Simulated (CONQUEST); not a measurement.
The system is HgTe (Coloradoite).

```xyz
4
Lattice="4.5460 0.0000 0.0000 0.0000 4.5460 0.0000 0.0000 0.0000 6.4290" Properties=species:S:1:pos:R:3 pbc="T T T"
Hg    0.0000    0.0000    0.0000
Hg    2.2730    2.2730    3.2145
Te    0.0000    2.2730    1.6073
Te    2.2730    0.0000    4.8217
```

| Property | Result |
| --- | --- |
| Program | CONQUEST 1.3 |
| Task | single point |
| Functional | PBEsol |
| Potentials or basis | PseudoDojo NC PBEsol, DZP, grid cutoff 120 Ha |
| k mesh | 6 × 6 × 4 |
| Occupations | fermi-dirac, width 0.05 eV |
| Spin | no spin polarisation |

On this cell: pressure 2.9 GPa; largest force zero by symmetry; band gap on the k mesh none (metal or under the smearing width).

The same run follows on a disturbed copy (atoms moved at random, drawn with an rms of 0.05 Å):

```
Hg Te
1.0
     4.54599    0.00000    0.00000
     0.00000    4.54599    0.00000
     0.00000    0.00000    6.42900
Hg Te
2 2
Direct
  0.49584 0.49711 0.50026
  0.99584 0.99711 0.00026
  0.49970 0.99823 0.75049
  0.99970 0.49823 0.25049
```

Problem. What changes?

Solution. The energy (extrapolated to zero smearing) moves by +0.4 meV/atom; pressure 2.9 GPa; largest force 0.094 eV/Å; band gap on the k mesh none (metal or under the smearing width).

Forces on the atoms (eV/Å):
```
Hg   0.084  0.023  0.011
Hg   0.084  0.023  0.011
Te  -0.090 -0.025 -0.010
Te  -0.090 -0.025 -0.010
```

The forces don't sum to zero, so they hold noise of the program's grid.

Caveats: the box holds several primitive cells, so bands are folded and the points are those of the box's own zone; the basis of atomic orbitals isn't converged, which shifts pressures, moduli and gaps.
